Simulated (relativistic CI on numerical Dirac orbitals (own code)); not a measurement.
**Co³⁺: L2,3 absorption with charge transfer**

Aim: the L2,3 absorption spectrum of Co³⁺ in a cubic metal-ligand cluster, for 5 values of Delta.

The numbers are computed with relativistic CI on numerical Dirac orbitals (own code) version 3 (charge-transfer multiplet model of a cubic metal-ligand cluster with up to 3 ligand holes, Slater and spin-orbit integrals from Dirac-Coulomb-Breit ions, Slater integrals scaled by 0.8), except any that are marked as measured or tabulated.

## 1. What is computed

| Property | Result |
| --- | --- |
| ion | Co³⁺ (Co IV) |
| nuclear charge | 27 |
| electrons | 24 |
| d electrons | 6 |
| ligand holes at most | 3 |
| parameters | in eV; Veg, Vt2g hoppings, tenDq and tenDqL metal and ligand splittings (negative tenDq: tetrahedral), red the scaling of hopping with a core hole |
| temperature | 300 K |
| widths | Lorentz 0.4 eV, Gauss 0.3 eV |

## 2. Delta = 3.6 eV

Settings of the run:

```ini
cluster ion=Co3+ d6 ligand_holes=3 slater_scale=0.8
Delta=3.6 Udd=7.8 Upd=8.9 tenDq=1.5 tenDqL=0.3 Veg=3.05 Vt2g=-1.38 red=0.9
spectrum xas L2,3 T=300 lorentz=0.4 gauss=0.3
```

The run is started by

```
$ python run_levels.py task.json out
```

One command runs all members of the session, one after another, from task.json.

The program writes no log. Results of the run, from its result record (rounded, main fields), shortened:

```text
status: converged
curve, one point in 3 above 2 % of the maximum [energy, intensity] [eV from the first main peak; 1/eV]:
  - [-2.4, 0.009108]
  - [-2.1, 0.01857]
  - [-1.8, 0.02772]
  - [-1.5, 0.02262]
  - [-1.2, 0.02758]
  - [-0.9, 0.05239]
  - [-0.6, 0.1037]
  - [-0.3, 0.2547]
  - [0, 0.4345]
  - [0.3, 0.3273]
  - [0.6, 0.1692]
  - [0.9, 0.09286]
  - [1.2, 0.07163]
  - [1.5, 0.04828]
  - [1.8, 0.05661]
  - [2.1, 0.08454]
  - [2.4, 0.1004]
  - [2.7, 0.05103]
  - [3, 0.02695]
  - [3.3, 0.01642]
  - [3.6, 0.01154]
  - [3.9, 0.01191]
  - [4.2, 0.0104]
  - [4.5, 0.009991]
  - [4.8, 0.01485]
  - [5.1, 0.02226]
  - [5.4, 0.01772]
  - [5.7, 0.009291]
  - "... 14 more rows left out ..."
weights: [0.523494, 0.417853, 0.0568334, 0.00181891]
n_d: 6.53698
n_eg: 0.606727
ground_S: 0.0309987
ground_energy [eV]: -8.68541
cluster_levels [E_eV, degeneracy, S, weight_dn]:
  - [0, 1, 0.031, 0.5235]
  - [1.085, 2, 1.216, 0.5936]
  - [1.088, 3, 1.18, 0.5898]
  - [1.11, 3, 1.345, 0.6089]
  - [1.13, 1, 1.417, 0.6182]
  - [1.176, 3, 1.979, 0.6983]
  - [1.213, 3, 1.964, 0.6957]
  - [1.233, 2, 1.846, 0.6765]
  - [1.29, 3, 1.899, 0.6844]
  - [1.314, 3, 1.784, 0.666]
  - [1.338, 1, 1.688, 0.6516]
  - [1.663, 3, 1.007, 0.5482]
  - [1.674, 2, 1.015, 0.5474]
  - [1.721, 3, 1.007, 0.5464]
  - [1.742, 1, 0.9998, 0.5456]
  - [2.142, 3, 0.04612, 0.559]
  - [3.229, 2, 1.068, 0.6096]
  - [3.233, 1, 1.127, 0.6155]
  - [3.237, 3, 1.011, 0.6027]
  - [3.238, 3, 1.101, 0.6127]
  - [3.337, 3, 0.129, 0.5358]
  - [3.443, 3, 1.049, 0.6037]
  - "... 2 more rows left out ..."
atomic [eV]: {"ground": {"F2dd": 10.0846, "F4dd": 6.29944, "zeta_d": 0.0711954}, "final": {"F2dd": 10.6949, "F4dd": 6.6846, "zeta_d": 0.092739, "zeta_core": 9.66357, "F2cd": 6.34537, "G1cd": 4.81554, "G3cd": 2.73815}}
```

Wall time 2 s (1 thread of Neoverse-V2, shared host); peak memory 0.19 GiB.

## 3. Delta = 0.6 eV

Settings of the run:

```ini
cluster ion=Co3+ d6 ligand_holes=3 slater_scale=0.8
Delta=0.6 Udd=7.8 Upd=8.9 tenDq=1.5 tenDqL=0.3 Veg=3.05 Vt2g=-1.38 red=0.9
spectrum xas L2,3 T=300 lorentz=0.4 gauss=0.3
```

Result record:

```text
status: converged
curve, one point in 5 above 2 % of the maximum [energy, intensity] [eV from the first main peak; 1/eV]:
  - [-2.2, 0.01029]
  - [-1.7, 0.02613]
  - [-1.2, 0.02792]
  - [-0.7, 0.08261]
  - [-0.2, 0.421]
  - [0.3, 0.278]
  - [0.8, 0.09412]
  - [1.3, 0.04553]
  - [1.8, 0.04244]
  - [2.3, 0.07667]
  - [2.8, 0.03151]
  - [3.3, 0.01641]
  - [3.8, 0.03122]
  - [4.3, 0.03039]
  - [4.8, 0.01378]
  - [13.1, 0.01149]
  - [13.6, 0.03029]
  - [14.1, 0.1685]
  - [14.6, 0.212]
  - [15.1, 0.04595]
  - [15.6, 0.03069]
  - [16.1, 0.04493]
  - [16.6, 0.02283]
  - [18.9, 0.01079]
weights: [0.353717, 0.52448, 0.116398, 0.00540564]
n_d: 6.77349
n_eg: 0.828569
ground_S: 0.0204597
ground_energy [eV]: -10.6395
cluster_levels [E_eV, degeneracy, S, weight_dn]:
  - [0, 1, 0.02046, 0.3537]
  - [1.311, 2, 1.01, 0.3885]
  - [1.315, 3, 1.011, 0.389]
  - [1.357, 3, 1.024, 0.3895]
  - [1.388, 1, 1.026, 0.3898]
  - [1.752, 3, 1.086, 0.3692]
  - [1.763, 2, 1.088, 0.3683]
  - [1.806, 3, 1.216, 0.3848]
  - [1.845, 1, 0.9998, 0.3551]
  - [1.9, 3, 1.856, 0.49]
  - [1.933, 3, 1.939, 0.5063]
  - [1.934, 2, 1.938, 0.5059]
  - [1.976, 3, 1.993, 0.5174]
  - [1.979, 3, 1.986, 0.5162]
  - [1.983, 1, 1.979, 0.5149]
  - [2.284, 3, 0.03387, 0.3745]
  - [3.332, 3, 0.03803, 0.3295]
  - [3.56, 2, 1.005, 0.4013]
  - [3.569, 3, 0.9972, 0.4003]
  - [3.57, 1, 1.012, 0.4013]
  - [3.571, 3, 1.007, 0.401]
  - [3.733, 3, 0.999, 0.3875]
  - "... 2 more rows left out ..."
atomic [eV]: {"ground": {"F2dd": 10.0846, "F4dd": 6.29944, "zeta_d": 0.0711954}, "final": {"F2dd": 10.6949, "F4dd": 6.6846, "zeta_d": 0.092739, "zeta_core": 9.66357, "F2cd": 6.34537, "G1cd": 4.81554, "G3cd": 2.73815}}
```

It took 1.9 s on 1 thread of Neoverse-V2, shared host; peak memory 0.2 GiB.

## 4. Delta = 1.6 eV

Settings of the run:

```ini
cluster ion=Co3+ d6 ligand_holes=3 slater_scale=0.8
Delta=1.6 Udd=7.8 Upd=8.9 tenDq=1.5 tenDqL=0.3 Veg=3.05 Vt2g=-1.38 red=0.9
spectrum xas L2,3 T=300 lorentz=0.4 gauss=0.3
```

Result record:

```text
status: converged
curve, one point in 5 above 2 % of the maximum [energy, intensity] [eV from the first main peak; 1/eV]:
  - [-2.2, 0.01075]
  - [-1.7, 0.02666]
  - [-1.2, 0.02723]
  - [-0.7, 0.07895]
  - [-0.2, 0.356]
  - [0.3, 0.3084]
  - [0.8, 0.1051]
  - [1.3, 0.05353]
  - [1.8, 0.04367]
  - [2.3, 0.08358]
  - [2.8, 0.03798]
  - [3.3, 0.01535]
  - [3.8, 0.01584]
  - [4.3, 0.03536]
  - [4.8, 0.01789]
  - [5.3, 0.00977]
  - [13.5, 0.0222]
  - [14, 0.1025]
  - [14.5, 0.2785]
  - [15, 0.06292]
  - [15.5, 0.03357]
  - [16, 0.04949]
  - [16.5, 0.03056]
  - [17, 0.01012]
weights: [0.410374, 0.493334, 0.0925101, 0.00378197]
n_d: 6.6897
n_eg: 0.74946
ground_S: 0.0234628
ground_energy [eV]: -9.90825
cluster_levels [E_eV, degeneracy, S, weight_dn]:
  - [0, 1, 0.02346, 0.4104]
  - [1.24, 2, 1.02, 0.4518]
  - [1.243, 3, 1.022, 0.4524]
  - [1.283, 3, 1.048, 0.4545]
  - [1.314, 1, 1.059, 0.4559]
  - [1.633, 3, 1.956, 0.5793]
  - [1.65, 3, 1.775, 0.5443]
  - [1.658, 2, 1.797, 0.5485]
  - [1.737, 3, 1.985, 0.5847]
  - [1.742, 3, 1.968, 0.5813]
  - [1.749, 1, 1.958, 0.5796]
  - [1.761, 3, 1.318, 0.4637]
  - [1.766, 2, 1.277, 0.4562]
  - [1.799, 3, 1.07, 0.4274]
  - [1.814, 1, 0.9998, 0.4184]
  - [2.24, 3, 0.03725, 0.4373]
  - [3.342, 3, 0.08343, 0.3983]
  - [3.454, 2, 1.011, 0.4712]
  - [3.464, 1, 1.022, 0.4716]
  - [3.465, 3, 1.015, 0.4711]
  - [3.466, 3, 0.9842, 0.4682]
  - [3.644, 3, 0.9987, 0.4602]
  - "... 2 more rows left out ..."
atomic [eV]: {"ground": {"F2dd": 10.0846, "F4dd": 6.29944, "zeta_d": 0.0711954}, "final": {"F2dd": 10.6949, "F4dd": 6.6846, "zeta_d": 0.092739, "zeta_core": 9.66357, "F2cd": 6.34537, "G1cd": 4.81554, "G3cd": 2.73815}}
```

It took 1.9 s on 1 thread of Neoverse-V2, shared host; peak memory 0.2 GiB.

## 5. Delta = 5.6 eV

Settings of the run:

```ini
cluster ion=Co3+ d6 ligand_holes=3 slater_scale=0.8
Delta=5.6 Udd=7.8 Upd=8.9 tenDq=1.5 tenDqL=0.3 Veg=3.05 Vt2g=-1.38 red=0.9
spectrum xas L2,3 T=300 lorentz=0.4 gauss=0.3
```

Result record:

```text
status: converged
curve, one point in 5 above 2 % of the maximum [energy, intensity] [eV from the first main peak; 1/eV]:
  - [-2.6, 0.009523]
  - [-2.1, 0.02902]
  - [-1.6, 0.02143]
  - [-1.1, 0.0439]
  - [-0.6, 0.1527]
  - [-0.1, 0.3903]
  - [0.4, 0.2156]
  - [0.9, 0.09235]
  - [1.4, 0.06032]
  - [1.9, 0.09409]
  - [2.4, 0.07999]
  - [2.9, 0.02856]
  - [3.4, 0.01345]
  - [3.9, 0.01513]
  - [4.4, 0.008221]
  - [6.2, 0.01478]
  - [12.8, 0.009581]
  - [13.3, 0.02191]
  - [13.8, 0.09872]
  - [14.3, 0.1912]
  - [14.8, 0.09493]
  - [15.3, 0.05386]
  - [15.8, 0.06374]
  - [16.3, 0.03826]
  - [16.8, 0.0147]
weights: [0.625487, 0.339396, 0.0342467, 0.000870294]
n_d: 6.4105
n_eg: 0.4912
ground_S: 0.0413463
ground_energy [eV]: -7.7427
cluster_levels [E_eV, degeneracy, S, weight_dn]:
  - [0, 1, 0.04135, 0.6255]
  - [0.7691, 3, 1.99, 0.782]
  - [0.787, 2, 1.931, 0.7742]
  - [0.7954, 3, 1.948, 0.7765]
  - [0.818, 1, 1.889, 0.769]
  - [0.8319, 3, 1.929, 0.774]
  - [0.8332, 3, 1.875, 0.7669]
  - [1, 2, 1.103, 0.6817]
  - [1.017, 3, 1.201, 0.6903]
  - [1.078, 3, 1.182, 0.6879]
  - [1.123, 1, 1.157, 0.6853]
  - [1.577, 3, 0.994, 0.6581]
  - [1.588, 2, 1.006, 0.6575]
  - [1.637, 3, 1.003, 0.6575]
  - [1.659, 1, 0.9999, 0.6574]
  - [2.043, 3, 0.05544, 0.6636]
  - [2.92, 1, 1.762, 0.7897]
  - [2.928, 3, 1.785, 0.7926]
  - [2.933, 2, 1.778, 0.7918]
  - [2.946, 3, 1.849, 0.8007]
  - [2.963, 1, 1.995, 0.8204]
  - [3.048, 3, 1.216, 0.7296]
  - "... 2 more rows left out ..."
atomic [eV]: {"ground": {"F2dd": 10.0846, "F4dd": 6.29944, "zeta_d": 0.0711954}, "final": {"F2dd": 10.6949, "F4dd": 6.6846, "zeta_d": 0.092739, "zeta_core": 9.66357, "F2cd": 6.34537, "G1cd": 4.81554, "G3cd": 2.73815}}
```

It took 2 s on 1 thread of Neoverse-V2, shared host; peak memory 0.2 GiB.

## 6. Delta = 6.6 eV

Settings of the run:

```ini
cluster ion=Co3+ d6 ligand_holes=3 slater_scale=0.8
Delta=6.6 Udd=7.8 Upd=8.9 tenDq=1.5 tenDqL=0.3 Veg=3.05 Vt2g=-1.38 red=0.9
spectrum xas L2,3 T=300 lorentz=0.4 gauss=0.3
```

Result record:

```text
status: converged
curve, one point in 5 above 2 % of the maximum [energy, intensity] [eV from the first main peak; 1/eV]:
  - [-2.7, 0.007951]
  - [-2.2, 0.02668]
  - [-1.7, 0.02091]
  - [-1.2, 0.03424]
  - [-0.7, 0.1059]
  - [-0.2, 0.3151]
  - [0.3, 0.3044]
  - [0.8, 0.112]
  - [1.3, 0.0667]
  - [1.8, 0.08044]
  - [2.3, 0.1117]
  - [2.8, 0.03437]
  - [3.3, 0.01652]
  - [3.8, 0.01814]
  - [4.3, 0.01009]
  - [6.8, 0.01305]
  - [12.8, 0.009366]
  - [13.3, 0.02183]
  - [13.8, 0.08929]
  - [14.3, 0.1788]
  - [14.8, 0.09739]
  - [15.3, 0.06024]
  - [15.8, 0.06459]
  - [16.3, 0.04169]
  - [16.8, 0.01594]
weights: [0.669761, 0.303063, 0.0265711, 0.000604999]
n_d: 6.35802
n_eg: 0.444723
ground_S: 0.0481866
ground_energy [eV]: -7.35903
cluster_levels [E_eV, degeneracy, S, weight_dn]:
  - [0, 1, 0.04819, 0.6698]
  - [0.596, 3, 1.995, 0.8135]
  - [0.6194, 2, 1.968, 0.8103]
  - [0.626, 3, 1.979, 0.8116]
  - [0.6553, 1, 1.938, 0.8069]
  - [0.6656, 3, 1.957, 0.809]
  - [0.6704, 3, 1.948, 0.8079]
  - [0.936, 2, 1.046, 0.7192]
  - [0.9474, 3, 1.086, 0.7221]
  - [1.008, 3, 1.096, 0.7223]
  - [1.056, 1, 1.082, 0.7209]
  - [1.533, 3, 0.9916, 0.7043]
  - [1.545, 2, 1.005, 0.7039]
  - [1.593, 3, 1.002, 0.7041]
  - [1.616, 1, 0.9999, 0.7041]
  - [1.996, 3, 0.05984, 0.7072]
  - [2.726, 1, 1.905, 0.8384]
  - [2.731, 3, 1.922, 0.8404]
  - [2.735, 2, 1.933, 0.8416]
  - [2.742, 3, 1.962, 0.845]
  - [2.749, 1, 1.995, 0.8491]
  - [2.935, 3, 1.052, 0.7571]
  - "... 2 more rows left out ..."
atomic [eV]: {"ground": {"F2dd": 10.0846, "F4dd": 6.29944, "zeta_d": 0.0711954}, "final": {"F2dd": 10.6949, "F4dd": 6.6846, "zeta_d": 0.092739, "zeta_core": 9.66357, "F2cd": 6.34537, "G1cd": 4.81554, "G3cd": 2.73815}}
```

It took 2 s on 1 thread of Neoverse-V2, shared host; peak memory 0.2 GiB.

## 7. Comparison

| run | d count | weight without ligand hole | ground S | up to four highest peaks (% of the highest), eV from the first main peak |
| --- | --- | --- | --- | --- |
| Delta = 3.6 eV | 6.54 | 0.52 | 0.03 | 0.0 (100), 2.3 (24), 14.3 (60), 15.9 (14) |
| Delta = 0.6 eV | 6.77 | 0.35 | 0.02 | 0.0 (100), 2.3 (16), 14.4 (64), 16.1 (9) |
| Delta = 1.6 eV | 6.69 | 0.41 | 0.02 | 0.0 (100), 2.3 (17), 14.4 (64), 16.0 (10) |
| Delta = 5.6 eV | 6.41 | 0.63 | 0.04 | 0.0 (100), 2.1 (32), 14.2 (51), 15.6 (17) |
| Delta = 6.6 eV | 6.36 | 0.67 | 0.05 | 0.0 (100), 2.1 (36), 14.2 (46), 15.6 (19) |

## 8. Results

| quantity | value |
| --- | --- |
| d count | 6.36 to 6.77 |
| ground spin (effective S from ⟨S²⟩) | 0.02 to 0.05 |

What this shows: From Delta = 0.6 eV to Delta = 6.6 eV the ground-state d count goes from 6.77 to 6.36. In the first run d6 holds 52 % of the ground state. The cluster parameters are drawn, not fitted to a compound.
